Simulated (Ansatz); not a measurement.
# C₄H₂F₄: a ladder of functionals and wavefunction methods

An exercise on one series of results from a longer session: the logs are not shown, and one member is left open.

Method: functionals in def2-TZVPP, the program's frozen cores in correlated methods; program: Ansatz 0.2.0, Gaussian basis.

Levels to be run: LDA (SPW92), PBE-D4, revPBE-D4, BLYP-D4, r2SCAN-D4, B97M-V, PBE0-D4, B3LYP-D4, r2SCANh-D4, r2SCAN0-D4, HSE06-D4, BHLYP-D4, CAM-B3LYP-D4, LC-ωPBE, ωB97X-V, ωB97M-V, B2PLYP, PBE-QIDH; CCSD(T)/def2-SVP; CCSD(T)/def2-TZVPP; MP2/def2-QZVPP; extrapolation to the limit; RPA on PBE.

## The relaxed structure

All runs share one geometry, relaxed beforehand with PBE0-D4 in a triple-zeta def2 set.

SMILES `F/C=C/C(F)=C(F)F`, 10 atoms, charge 0, spin multiplicity 1.

Atoms are counted from 1 here; the program's logs count them from 0.

Bond lengths: F1–C2 1.332 Å, C2–C3 1.327 Å, C2–H9 1.083 Å, C3–C4 1.437 Å, C3–H10 1.083 Å, C4–F5 1.340 Å, C4–C6 1.331 Å, C6–F7 1.307 Å, C6–F8 1.313 Å. Angles: F1–C2–C3 121.0°, F1–C2–H9 113.2°, C3–C2–H9 125.8°, C2–C3–C4 122.4°, C2–C3–H10 119.9°, C4–C3–H10 117.7°, C3–C4–F5 117.3°, C3–C4–C6 125.2°, F5–C4–C6 117.4°, C4–C6–F7 124.5°, C4–C6–F8 123.3°, F7–C6–F8 112.1°.

Geometry (Å):

```
F    -1.36655   -1.48139   -2.19390
C    -0.55314   -0.58756   -1.63489
C    -0.43942   -0.49695   -0.31602
C     0.42872    0.45598    0.31810
F     1.13624    1.26874   -0.47792
C     0.58609    0.59570    1.63258
F     1.38016    1.46799    2.19507
F    -0.04824   -0.13782    2.51704
H    -0.02664    0.02113   -2.35892
H    -1.01412   -1.15714    0.32166
```

Set-up of the first run:

The input, in.yaml:

```yaml
crystal:
  periodic: [false, false, false]
  atoms:
    - {symbol: F, position_ang: [-1.366548, -1.481386, -2.193899]}
    - {symbol: C, position_ang: [-0.553142, -0.587555, -1.634887]}
    - {symbol: C, position_ang: [-0.439418, -0.496947, -0.316016]}
    - {symbol: C, position_ang: [0.428721, 0.455982, 0.318096]}
    - {symbol: F, position_ang: [1.136244, 1.268741, -0.477924]}
    - {symbol: C, position_ang: [0.586087, 0.595704, 1.632577]}
    - {symbol: F, position_ang: [1.380163, 1.467995, 2.195074]}
    - {symbol: F, position_ang: [-0.048244, -0.137820, 2.517041]}
    - {symbol: H, position_ang: [-0.026640, 0.021125, -2.358923]}
    - {symbol: H, position_ang: [-1.014124, -1.157138, 0.321661]}
basis:
  gaussian: {orbitals: def2-TZVPP}
hamiltonian: {xc: lda}
output: {orbitals: {seedname: orbitals}}
```

Started as:

```sh
$ ansatz run in.yaml --threads 4 --pin off --events-out ev --progress --plain --max-ram 11315MiB
```

Among the steps run: LDA; PBE-D4 (GGA); revPBE-D4 (GGA); BLYP-D4 (GGA); r2SCAN-D4 (meta-GGA); B97M-V (meta-GGA); PBE0-D4 (hybrid); B3LYP-D4 (hybrid); r2SCANh-D4 (hybrid); r2SCAN0-D4 (hybrid); HSE06-D4 (hybrid); BHLYP-D4 (hybrid); CAM-B3LYP-D4 (range-separated); LC-ωPBE (range-separated); ωB97X-V (range-separated); ωB97M-V (range-separated); B2PLYP (double hybrid); PBE-QIDH (double hybrid).

One of the session's tables, all rows but one given; the rest of the session is left out.

It belongs to the step «Frontier levels by functional». 

```
  functional  HOMO (eV)  gap (eV)
 LDA (SPW92)          ?         ?
      PBE-D4      -5.61      3.82
   revPBE-D4      -5.51      3.84
     BLYP-D4      -5.51      3.81
   r2SCAN-D4      -5.81      4.16
      B97M-V      -5.85      4.30
     PBE0-D4      -6.81      5.88
    B3LYP-D4      -6.64      5.45
  r2SCANh-D4      -6.26      4.93
  r2SCAN0-D4      -6.94      6.10
    HSE06-D4      -6.41      5.11
    BHLYP-D4      -7.92      7.98
CAM-B3LYP-D4      -8.13      8.25
     LC-ωPBE      -9.37     10.63
     ωB97X-V      -8.99     10.25
     ωB97M-V      -8.91     10.09
```

**Question.** Estimate the row for LDA (SPW92).

The run gave: HOMO (eV): -5.85; gap (eV): 3.78.
